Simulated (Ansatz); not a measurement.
This script makes a comparison of norm-conserving and PAW potentials of In, space group P6_3/mmc with Ansatz 0.2.0 through its Python package.

Contents of `POSCAR`:
```text
In
1.0
   3.33548478    0.00000000    0.00000000
  -1.66774239    2.88861456    0.00000000
   0.00000000    0.00000000    5.50914292
In
2
Direct
   0.33333333    0.66666667    0.25000000
   0.66666667    0.33333333    0.75000000
```

The script, `nc_paw_in.py`:
```python
"""Norm-conserving against PAW potentials for In."""

import ansatz as az
from ase.io import read
import numpy as np
import pandas as pd


def count_gap(report):
    # lowest empty less highest filled band, counting bands; zero where they overlap
    return max(report.get("gap_by_band_count_ev") or 0.0, 0.0)


def main() -> None:
    atoms = read("POSCAR", format="vasp")
    xtal = az.Crystal.from_ase(atoms)

    calculation = (
        xtal.calculation()
        .kpoints(mesh=(7, 7, 4), center="gamma")
        .functional("LDA")
        .occupations(az.OccupationsMethod.FERMI_DIRAC)
        .stress()
        .forces()
        .band_table()
    )
    variants = {
        "PAW": calculation.pseudopotentials("paw"),
        "norm-conserving": calculation.pseudopotentials("nc"),
    }
    # totals differ by the cores that each treatment holds, so compare what does not depend on them
    rows = []
    for label, variant in variants.items():
        rep = variant.run(threads=1, pin="off").report
        levels = np.array(rep["eigenvalues_ev"][0]) - rep["fermi_energy_ev"]
        print(label, "levels at the first k-point near E_F:", np.round(levels[np.abs(levels) < 5], 3))
        rows.append((label, rep["n_electrons"], np.trace(rep["stress_gpa"]) / 3, count_gap(rep)))
    print(pd.DataFrame(rows, columns=["treatment", "electrons in bands", "P GPa", "gap by band count eV"]).round(4).to_string(index=False))


if __name__ == "__main__":
    main()
```

How well do the two treatments of the cores agree on the pressure?

PAW gives -3.216 GPa and norm-conserving -3.278 GPa, 0.06 GPa apart. They took 1.2 and 3.1 s of processor time.

The run itself:

```console
$ python nc_paw_in.py
DeckWarning: basis.ecutwfc = 420 eV, auto-derived from the records' recommended cutoffs: set by In (normal level)
PAW levels at the first k-point near E_F: [-4.516 -3.319]
DeckWarning: basis.ecutwfc = 952.398519 eV, auto-derived from the records' recommended cutoffs: set by In (normal level)
norm-conserving levels at the first k-point near E_F: [-4.52  -3.321]
      treatment  electrons in bands   P GPa  gap by band count eV
            PAW                26.0 -3.2158                   0.0
norm-conserving                26.0 -3.2779                   0.0
```
(Warnings from the package without file and line.)

The computed bands are complete only to about 3.1 eV above the Fermi level. The mesh is modest for a metal, so energies can be off by several to tens of meV an atom and pressures by half a GPa or more; differences at equal mesh fare better. A gap by band count of zero or less means overlapping bands, a metal. This isn't the structure that In takes at ambient conditions. Gaps and levels are Kohn-Sham values on a finite set of k-points, without spin-orbit coupling. Stress is positive in compression. It ran for 5.7 s on 1 thread of Arm Neoverse V1, on a shared host, peak memory 0.49 GiB.
